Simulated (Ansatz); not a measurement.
Geometry optimisation, DFT PBE, scalar-relativistic, plane waves, PAW (Ansatz 0.2.0).

The input (input.yaml):

```yaml
crystal:
  lattice:
    - [5.67228, 0.0, 0.0]
    - [-2.83614, 4.912339, 0.0]
    - [0.0, 0.0, 16.17972]
  atoms:
    - { symbol: W, position: [0.0, 0.0, 0.06180577] }
    - { symbol: C, position: [0.33333333, 0.16666665, 0.14791603] }
    - { symbol: W, position: [0.0, 0.0, 0.2340263] }
    - { symbol: C, position: [0.33333333, 0.16666665, 0.32013657] }
    - { symbol: W, position: [-2.0e-08, 0.49999996, 0.06180577] }
    - { symbol: C, position: [0.3333333, 0.66666661, 0.14791603] }
    - { symbol: W, position: [-2.0e-08, 0.49999996, 0.2340263] }
    - { symbol: C, position: [0.3333333, 0.66666661, 0.32013657] }
    - { symbol: W, position: [0.5, 0.0, 0.06180577] }
    - { symbol: C, position: [0.83333333, 0.16666665, 0.14791603] }
    - { symbol: W, position: [0.5, 0.0, 0.2340263] }
    - { symbol: C, position: [0.83333333, 0.16666665, 0.32013657] }
    - { symbol: W, position: [0.49999998, 0.49999996, 0.06180577] }
    - { symbol: C, position: [0.8333333, 0.66666661, 0.14791603] }
    - { symbol: W, position: [0.49999998, 0.49999996, 0.2340263] }
    - { symbol: C, position: [0.8333333, 0.66666661, 0.32013657] }
    - { symbol: F, position: [-2.0e-08, 0.49999996, 0.37328953] }
    - { symbol: F, position: [-0.50000002, 0.49999996, 0.37328953] }
basis:
  ecutwfc: 420.0
kpoints:
  mp_grid: { grid: [5, 5, 1] }
hamiltonian:
  xc: pbe
  pseudopotentials: { kind: paw, azcp: { folder: soft_1 } }
scf:
  occupations: { method: gaussian, width: 0.15 }
  lower_state_search: "off"
relax:
  f_tol: 0.03
  max_steps: 60
  adjacent_minimum: "off"
  constraints: [{ sites: [0, 4, 8, 12] }]
```

Command:

```bash
$ ansatz run input.yaml --threads 4 --pin off --max-ram 10240MiB --backend cpu --events-out ev --progress --plain --runs-dir out
```

Question: Where does it end, and by what steps?

Answer: The forces met the threshold. The force dipped under the threshold on the way, but the program's further checks kept it going. Limits of this set-up: coarse k mesh, thin slab, slab without dipole correction, no dispersion correction for a molecule that may bind weakly, a typed lattice constant that wasn't relaxed here. After 14 steps the energy has fallen by 8.643 eV; F17 moved furthest, 1.69 Å. Parted: W7–F17 (2.25 → 3.09 Å), W15–F18 (2.25 → 3.09 Å). Joined: C4–F18 (1.85 → 1.33 Å), C12–F17 (1.85 → 1.33 Å).

| step | energy less start (eV) | largest force component (eV/Å) | accepted |
| --- | --- | --- | --- |
| 0 | 0.0000 | 5.044 | yes |
| 1 | -1.9995 | 2.211 | yes |
| 2 | -2.6086 | 1.657 | yes |
| 3 | -2.9070 | 0.830 | yes |
| 4 | -3.6747 | 2.316 | yes |
| 5 | -5.1773 | 3.040 | yes |
| 6 | -6.8289 | 2.689 | yes |
| 7 | -7.3873 | 3.955 | yes |
| 8 | -8.1206 | 1.177 | yes |
| 9 | -8.4352 | 0.683 | yes |
| 10 | -8.5601 | 0.525 | yes |
| 11 | -8.6403 | 0.126 | yes |
| 12 | -8.6406 | 0.131 | yes |
| 13 | -8.6428 | 0.020 | yes |
| 14 | -8.6428 | 0.020 | yes |

```xyz
18
Lattice="5.6723 0.0000 0.0000 -2.8361 4.9123 0.0000 0.0000 0.0000 16.1797" Properties=species:S:1:pos:R:3
W 0.000 0.000 1.000
C 1.418 0.823 2.353
W 0.000 0.001 3.874
C 1.418 0.792 5.202
W -1.418 2.456 1.000
C 0.000 3.274 2.337
W -1.418 2.467 3.901
C 0.000 3.325 5.057
W 2.836 0.000 1.000
C 4.254 0.823 2.353
W 2.836 0.001 3.874
C 4.254 0.792 5.202
W 1.418 2.456 1.000
C 2.836 3.274 2.337
W 1.418 2.467 3.901
C 2.836 3.325 5.057
F -1.418 0.843 6.532
F -4.254 0.843 6.532
```

Whether the end is a true minimum wasn't checked by a vibrational analysis.

The run took 2 min on 4 threads of Arm Neoverse V1, with other jobs on the host, peak memory 1.2 GiB.
